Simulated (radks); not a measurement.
**Pt²⁻ held by a Watson sphere**

The task here is to estimate one member of a computed series from the others.

The numbers are computed with radks (a radial shooting solver on a logarithmic mesh, Libxc functionals) version 1 (scalar-relativistic Kohn-Sham, LB94 model potential, spin-polarised, spherical densities, point nucleus), except any that are marked as measured or tabulated.

## The system

```
element       : platinum (Z = 78)
charge        : -2
electrons     : 80
configuration : [Hg]
```

Outer shells as boxes (Hund's rule):

Pt²⁻
```
[Xe] core
4f [↑↓][↑↓][↑↓][↑↓][↑↓][↑↓][↑↓]
5d [↑↓][↑↓][↑↓][↑↓][↑↓]
6s [↑↓]
```

LB94 adds a gradient term to the LDA potential that gives it a −1/r tail. It is a model potential with no energy functional, so Etot and Exc are not given.

Set-up of the first run:

Settings of this run:

```text
Z 78
configuration [Hg]
relativity scalar-relativistic
functional lda,pw
model_potential LB94
spin polarised
nucleus point
c 137.035999084
watson charge 2 radius 3.6 bohr
response adiabatic LDA kernel
```

Among the steps run: R = 3.6 bohr; R = 3.65 bohr; R = 3.72 bohr; R = 4.53 bohr; R = 6.25 bohr.

One table of the session follows, with a row left open; its other results are not shown here.

| R (bohr) | highest level (eV) | its <r> (bohr) | sum of <r²> (bohr²) | α (bohr³) |
| --- | --- | --- | --- | --- |
| 3.6 | -8.435 | 1.812 | 82.60 | 64.89 |
| 3.65 | -8.327 | 1.814 | 82.93 | 66.22 |
| 3.72 | ? | ? | ? | ? |
| 4.53 | -6.668 | 1.837 | 88.22 | 92.58 |
| 6.25 | -4.419 | 1.859 | 96.23 | 162.4 |

**Question.** Estimate the row for R (bohr) = 3.72.

Worked estimate for «highest level (eV)». A straight line through the neighbours (3.65, -8.327) and (4.53, -6.668) gives -8.327 + (-6.668 + 8.327) × (3.72 − 3.65) / (4.53 − 3.65) = -8.195; a parabola fitted to 4 rows on both sides gives -8.184.

As computed: highest level (eV): -8.178; its <r> (bohr): 1.816; sum of <r²> (bohr²): 83.39; α (bohr³): 68.11. In «highest level (eV)» the line misses by -0.017 and the parabola by -0.006.

From R = 3.6 to 6.25 bohr the top level moves from -8.435 to -4.419 eV and its mean radius from 1.81 to 1.86 bohr. A wider sphere makes a shallower well, so the ion swells.
